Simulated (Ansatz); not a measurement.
MoN2:

```xyz
6
Lattice="4.3481 0.0000 0.0000 0.0000 4.3481 0.0000 0.0000 0.0000 2.7675" Properties=species:S:1:pos:R:3 pbc="T T T"
Mo    0.0000    0.0000    0.0000
Mo    2.1740    2.1740    0.0000
N     2.6595    3.8626    1.3837
N     1.6886    0.4854    1.3837
N     0.4854    2.6595    1.3837
N     3.8626    1.6886    1.3837
```

Measurements of this composition are mostly on another form, of space group No. 160.

Base run:

| Quantity | Value |
| --- | --- |
| Program | Ansatz 0.2.0 |
| Functional | PBEsol |
| Potentials or basis | Ansatz PAW |
| Cutoff | 420 eV |
| Density cutoff | 1680 eV |
| k mesh | 6 × 6 × 10 |
| Occupations | fermi-dirac, width 0.05 eV |
| Spin | no spin polarisation |
| Hubbard terms | Mo d U = 6 eV |

Its results: band gap on the k mesh none (metal or under the smearing width); pressure -6.8 GPa; largest force 0.547 eV/Å.

Question: After a change of settings the same cell gave: band gap on the k mesh none (metal or under the smearing width); pressure -9.4 GPa; largest force 0.336 eV/Å. Which change was it?
A. hubbard terms from Mo d U = 6 eV to Mo d U = 5 eV
B. k mesh from 6 × 6 × 10 to 6 × 6 × 8; hubbard terms from Mo d U = 6 eV to none; hubbard projectors from ortho-atomic (the default) to none
C. spin from no spin polarisation to spin-orbit coupling, no magnetisation; hubbard terms from Mo d U = 6 eV to none; hubbard projectors from ortho-atomic (the default) to none; potential files from those of the base run to others of the same set
D. hubbard terms from Mo d U = 6 eV to none; hubbard projectors from ortho-atomic (the default) to none

Answer: A.

Caveats: U without spin polarisation on a metal has little footing; the PAW data sets come from PBE, with cores solved anew for the run's functional, which leaves a small shift of forces and pressure.

Not every run made on this cell is shown here.
